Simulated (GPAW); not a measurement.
**CuF in GPAW: convergence with density grid spacing (A)**

Input of the first run (density grid spacing (A) 0.2); the others differ in this setting and in those tied to it:

File run.py:

```python
from ase.dft.bandgap import bandgap
from ase.io import read, write
from ase.units import GPa
from gpaw import GPAW, PW

atoms = read('POSCAR')

calc = GPAW(mode=PW(800),
            h=0.2,
            xc='PBE',
            kpts={'size': (8, 8, 6), 'gamma': True},
            occupations={'name': 'fermi-dirac', 'width': 0.05},
            nbands=19,
            convergence={'density': 1e-05, 'energy': 1e-05},
            maxiter=100,
            txt='gpaw.txt')
atoms.calc = calc
energy = atoms.get_potential_energy()
forces = atoms.get_forces()
stress = atoms.get_stress()
calc.write('gs.gpw')
write('result.traj', atoms)
print(f'Energy: {energy:.6f} eV')
print('Forces (eV/A):')
print(forces.round(4))
print('Stress (GPa):', (stress / GPa).round(3))
print('Fermi level:', round(calc.get_fermi_level(), 4), 'eV')
print(f'Gap: {bandgap(calc)[0]:.4f} eV, direct: {bandgap(calc, direct=True)[0]:.4f} eV')
```

POSCAR

```
CuF
1.0
    2.4710065500      0.0000000000      0.0000000000
    0.0000000000      2.4710065500      0.0000000000
    0.0000000000      0.0000000000      3.4165013900
Cu F
1 1
Direct
    0.0000000000      0.0000000000      0.0000000000
    0.5000000000      0.5000000000      0.5000000000
```

Potentials or basis: GPAW PAW data sets (gpaw-data 1.2.1), pw.

Run with:

```console
$ OMP_NUM_THREADS=1 python run.py
```

The cell was built by a generator and needn't be a form met in nature.

Hardware: 1 thread of Arm Neoverse V2, with other jobs on the host.

Question: The values tried are 0.24, 0.2, 0.17, 0.15, 0.13, 0.11, 0.09, loosest first. From which on does the energy stay within 1 meV/atom of the tightest run that finished?

Answer: From 0.17 on.

```csv
density grid spacing (A),"energy less the tightest run, at zero smearing (meV/atom)",pressure (GPa),SCF cycles,CPU time (s),peak memory (GiB)
0.24,crashed,-,-,-,-
0.2,-4.31,3.49,11,15,0.16
0.17,-0.52,3.22,11,17,0.16
0.15,-0.18,3.17,11,23,0.16
0.13,-0.11,3.17,11,23,0.16
0.11,-0.04,3.16,11,40,0.18
0.09,0.00,3.16,11,61,0.21
```

Against the tightest run, the pressure stays within 0.1 GPa from 0.17 on. The tightest run that finished is the yardstick and may itself not be fully converged.

Caveat, for the tightest run too: with this Cu data set, volumes or pressures lay over 1.5 % or 2 GPa off other programs in two to four cells of ten; the run has no spin polarisation, though such a crystal can be magnetic; semilocal functionals often make such compounds metallic where correlation or magnetic order opens a gap, which also shifts bond lengths.
